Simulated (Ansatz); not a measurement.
# ClH5NSn with multiplicity 2: a relaxation

Wanted: the relaxed geometry, from a rough start. Meant to form: Cl2–N6; to break: Sn1–Cl2. The start is a guess near the saddle point, from which both ends are pulled out.

All numbers below are computed with Ansatz 0.2.0 (UKS PBE/def2-SVP).

**1. The structure to begin with**

Bond lengths: Sn1–Cl2 2.660 Å, Sn1–H3 1.740 Å, Sn1–H4 1.739 Å, Sn1–H5 1.739 Å, Cl2–N6 2.030 Å, N6–H7 1.060 Å, N6–H8 1.060 Å. Angles: Sn1–Cl2–N6 180.0°, Cl2–Sn1–H3 109.4°, Cl2–Sn1–H4 109.5°, Cl2–Sn1–H5 109.5°, H3–Sn1–H4 109.5°, H3–Sn1–H5 109.5°, H4–Sn1–H5 109.5°, Cl2–N6–H7 120.0°, Cl2–N6–H8 120.0°, H7–N6–H8 120.0°.

Structure file:

```xyz
8

Sn    0.0000    0.0000    0.0000
Cl    0.0000    0.0000    2.6600
H     1.6408    0.0000   -0.5794
H    -0.8195    1.4198   -0.5794
H    -0.8195   -1.4198   -0.5794
N     0.0000    0.0000    4.6900
H    -0.4960   -0.7725    5.2200
H     0.4960    0.7725    5.2200
```

**2. A restrained relaxation towards end A**

Springs on the bonds that form and break draw the guess towards this end; the thresholds are loose.

input.yaml

```yaml
crystal:
  periodic: [false, false, false]
  atoms:
    - { symbol: Sn, position_ang: [0.0, 0.0, 0.0] }
    - { symbol: Cl, position_ang: [0.0, 0.0, 2.66] }
    - { symbol: H, position_ang: [1.6408, 0.0, -0.5794] }
    - { symbol: H, position_ang: [-0.8195, 1.4198, -0.5794] }
    - { symbol: H, position_ang: [-0.8195, -1.4198, -0.5794] }
    - { symbol: "N", position_ang: [0.0, 0.0, 4.69] }
    - { symbol: H, position_ang: [-0.496, -0.7725, 5.22] }
    - { symbol: H, position_ang: [0.496, 0.7725, 5.22] }
magnetization:
  spin_polarized: true
  initial_magnetization: 1
basis:
  gaussian: { orbitals: def2-SVP }
hamiltonian:
  xc: pbe
relax:
  f_tol: 0.15
  max_steps: 25
  restrain:
    - { distance: [1, 5], at: 2.93, k: 30.0 }
    - { distance: [0, 1], at: 2.41, k: 30.0 }
output:
  orbitals: {}
```

Run with:

```console
ansatz run input.yaml --threads 2 --pin off --max-ram 3072MiB --backend cpu --events-out ev --progress --plain --runs-dir out
```

The program printed, cut to the lines that bear on the results:

```text
Warning: RAYON_NUM_THREADS=2 ignored (pool sized by the plan → 2); use --threads N
[...]
Functional definition: PBE
[...]
948 factors; their error is unknown
[...]
mean field -19909.65420997 eV, -731.6662969682 hartree, gradient 4.5e-6 eV, S^2 0.752486; 6 other end points of the search recorded, 0 dependent functions left out
[...]
reference -19909.65425666 eV, -731.6662986839 hartree; 26, 25 occupied and 57, 58 virtual orbitals, 948 factors
relax step   1: F+E_penalty+E_count = -19909.65420997 eV  Δ(F+E_penalty+E_count) = +0.000e0 eV  max|allowed force component| = 2.308e0 eV/Å  E_restraint = 13.08750000 eV  max|allowed force component, restraints' pulls added| = 3.681e1 eV/Å  Δτ_max = 0.0000 Å  (164 SCF iters, accepted)
[...]
relax step   4: F+E_penalty+E_count = -19910.50304257 eV  Δ(F+E_penalty+E_count) = -2.711e-1 eV  max|allowed force component| = 2.890e0 eV/Å  E_restraint = 0.01784767 eV  max|allowed force component, restraints' pulls added| = 1.864e0 eV/Å  Δτ_max = 0.1913 Å  (38 SCF iters, accepted)
[...]
relax step   7: F+E_penalty+E_count = -19911.06655221 eV  Δ(F+E_penalty+E_count) = -8.950e-2 eV  max|allowed force component| = 2.765e-1 eV/Å  E_restraint = 0.00154502 eV  max|allowed force component, restraints' pulls added| = 2.587e-1 eV/Å  Δτ_max = 0.2000 Å  (34 SCF iters, accepted)
[...]
relax step  13: F+E_penalty+E_count = -19911.10185096 eV  Δ(F+E_penalty+E_count) = -8.502e-3 eV  max|allowed force component| = 2.535e-1 eV/Å  E_restraint = 0.00081704 eV  max|allowed force component, restraints' pulls added| = 2.022e-2 eV/Å  Δτ_max = 0.0922 Å  (31 SCF iters, accepted)
  distance Cl 1 - N 5 = 2.9316 Å
  distance Sn 0 - Cl 1 = 2.4028 Å
948 factors; their error is unknown
[...]
mean field -19911.10185096 eV, -731.7194967931 hartree, gradient 1.3e-5 eV, S^2 0.752473; 1 other end points of the search recorded, 0 dependent functions left out
[...]
reference -19911.10189624 eV, -731.7194984573 hartree; 26, 25 occupied and 57, 58 virtual orbitals, 948 factors
Total energy: -19911.10189624 eV, -731.7194984573 hartree
Atom 0 at     0.011490    -0.007334    -0.058506 Å, force     0.028445    -0.019406     0.192763 eV/Å
Atom 1 at     0.340214    -0.214845     2.312645 Å, force    -0.026870     0.016846    -0.253469 eV/Å
Atom 2 at     1.591134     0.040730    -0.744788 Å, force    -0.000951     0.001915    -0.006021 eV/Å
Atom 3 at    -0.864368     1.456212    -0.316300 Å, force     0.003791    -0.006447     0.017142 eV/Å
Atom 4 at    -0.881242    -1.399500    -0.545441 Å, force     0.000615     0.004310     0.006350 eV/Å
Atom 5 at     0.301787    -0.193032     5.243959 Å, force    -0.018580     0.002606     0.059430 eV/Å
Atom 6 at    -0.679048    -0.516522     5.074644 Å, force     0.015637     0.008357    -0.006617 eV/Å
Atom 7 at     0.181832     0.834291     5.085586 Å, force    -0.002087    -0.008181    -0.009579 eV/Å
Dipole moment:    -0.367472     0.234553    -0.648331 e Å
```

Run time: 37 s. Hardware: 2 threads of Arm Neoverse V1, shared host; peak memory 0.18 GiB.

Step by step:

```
step  energy from step 1 (eV)  largest force component (eV/Å)
   1                   0.0000                          2.3078
   2                  -0.5772                          1.5898
   3                  -0.5777                          3.2461
   4                  -0.8488                          2.8905
   5                  -1.2496                          1.0980
   6                  -1.3228                          0.6267
   7                  -1.4123                          0.2765
   8                  -1.4262                          0.2580
   9                  -1.4291                          0.2358
 10x                  -1.3880                          1.5250
  11                  -1.4330                          0.2337
  12                  -1.4391                          0.3770
  13                  -1.4476                          0.2535
```

Step 1 is the start. 1 step was tried and not accepted (10; marked x where the table lists them). Energies and forces in the table leave out the springs, which the log lists apart; the run stops on the force with the springs' pull added.

After: Bond lengths: Sn1–Cl2 2.403 Å, Sn1–H3 1.723 Å, Sn1–H4 1.725 Å, Sn1–H5 1.724 Å, N6–H7 1.047 Å, N6–H8 1.046 Å. Angles: Cl2–Sn1–H3 105.7°, Cl2–Sn1–H4 106.9°, Cl2–Sn1–H5 106.2°, H3–Sn1–H4 112.5°, H3–Sn1–H5 112.6°, H4–Sn1–H5 112.3°, H7–N6–H8 99.9°.

Pairs that crossed the distance rule for bonds on the way: moved apart Cl2–N6.

**3. Relaxing end A**

It starts where the restrained run ended.

input.yaml

```yaml
crystal:
  periodic: [false, false, false]
  atoms:
    - { symbol: Sn, position_ang: [0.01149, -0.007334, -0.058506] }
    - { symbol: Cl, position_ang: [0.340214, -0.214845, 2.312645] }
    - { symbol: H, position_ang: [1.591134, 0.04073, -0.744788] }
    - { symbol: H, position_ang: [-0.864368, 1.456212, -0.3163] }
    - { symbol: H, position_ang: [-0.881242, -1.3995, -0.545441] }
    - { symbol: "N", position_ang: [0.301787, -0.193032, 5.243959] }
    - { symbol: H, position_ang: [-0.679048, -0.516522, 5.074644] }
    - { symbol: H, position_ang: [0.181832, 0.834291, 5.085586] }
magnetization:
  spin_polarized: true
  initial_magnetization: 1
basis:
  gaussian: { orbitals: def2-SVP }
hamiltonian:
  xc: pbe
relax:
  f_tol: 0.03
  max_steps: 50
```

Run with:

```console
ansatz run input.yaml --threads 2 --pin off --max-ram 3072MiB --backend cpu --events-out ev --progress --plain --runs-dir out
```

The program printed, cut to the lines that bear on the results:

```text
Warning: RAYON_NUM_THREADS=2 ignored (pool sized by the plan → 2); use --threads N
[...]
[... 1 set-up line as earlier in the session ...]
[...]
948 factors; their error is unknown
[...]
mean field -19911.10185321 eV, -731.7194968760 hartree, gradient 1.0e-5 eV, S^2 0.752473; 0 other end points of the search recorded, 0 dependent functions left out
[...]
reference -19911.10189853 eV, -731.7194985414 hartree; 26, 25 occupied and 57, 58 virtual orbitals, 948 factors
relax step   1: F+E_penalty+E_count = -19911.10185321 eV  Δ(F+E_penalty+E_count) = +0.000e0 eV  max|allowed force component| = 2.534e-1 eV/Å  Δτ_max = 0.0000 Å  (33 SCF iters, accepted)
[...]
relax step   4: F+E_penalty+E_count = -19911.11141215 eV  Δ(F+E_penalty+E_count) = -2.548e-3 eV  max|allowed force component| = 3.109e-1 eV/Å  Δτ_max = 0.0982 Å  (30 SCF iters, accepted)
[...]
reference -19911.13433151 eV, -731.7206904313 hartree; 26, 25 occupied and 57, 58 virtual orbitals, 948 factors
Total energy: -19911.13433151 eV, -731.7206904313 hartree
Atom 0 at     0.002747    -0.001494    -0.114527 Å, force     0.003918    -0.002396     0.002708 eV/Å
Atom 1 at     0.363299    -0.234748     2.234609 Å, force     0.001729    -0.001142     0.003156 eV/Å
Atom 2 at     1.572841     0.055315    -0.820706 Å, force    -0.002613     0.001027    -0.006869 eV/Å
Atom 3 at    -0.876378     1.465404    -0.321852 Å, force     0.000355    -0.000588     0.003396 eV/Å
Atom 4 at    -0.896152    -1.391084    -0.592304 Å, force    -0.000381     0.001155    -0.002212 eV/Å
Atom 5 at    -0.100523     0.064765     5.669655 Å, force    -0.003135     0.004981     0.025264 eV/Å
Atom 6 at    -0.462221    -0.651629     4.998555 Å, force    -0.006040    -0.011089    -0.013768 eV/Å
Atom 7 at     0.398185     0.693470     4.998370 Å, force     0.006168     0.008051    -0.011676 eV/Å
Dipole moment:    -0.039630     0.025952    -0.987594 e Å
```

Wall time 31 s (2 threads of Arm Neoverse V1, shared host); peak memory 0.14 GiB.

The steps of the relaxation:

```
step  energy from step 1 (eV)  largest force component (eV/Å)
   1                   0.0000                          0.2534
  2x                   0.0084                          0.7968
   3                  -0.0070                          0.1324
   4                  -0.0096                          0.3109
   5                  -0.0123                          0.2069
  6x                   0.0812                          2.1464
   7                  -0.0180                          0.0668
   8                  -0.0229                          0.0799
   9                  -0.0296                          0.0535
  10                  -0.0322                          0.0078
 11x                   0.0960                          2.4196
  12                  -0.0323                          0.0473
  13                  -0.0324                          0.0253
```

Step 1 is the start. 3 steps were tried and not accepted (2, 6, 11; marked x where the table lists them).

After: Bond lengths: Sn1–Cl2 2.388 Å, Sn1–H3 1.723 Å, Sn1–H4 1.723 Å, Sn1–H5 1.723 Å, N6–H7 1.046 Å, N6–H8 1.046 Å. Angles: Cl2–Sn1–H3 105.6°, Cl2–Sn1–H4 106.2°, Cl2–Sn1–H5 105.8°, H3–Sn1–H4 112.8°, H3–Sn1–H5 112.9°, H4–Sn1–H5 112.8°, H7–N6–H8 99.5°.

**4. Outcome**

```
quantity                    value
   end A  9 moves, 0.032 eV lower
```

**Reading.** The relaxation gains 0.03 eV in 9 moves, with N6 moving most (0.64 Å); the start's largest force component was 0.3 eV/Å.
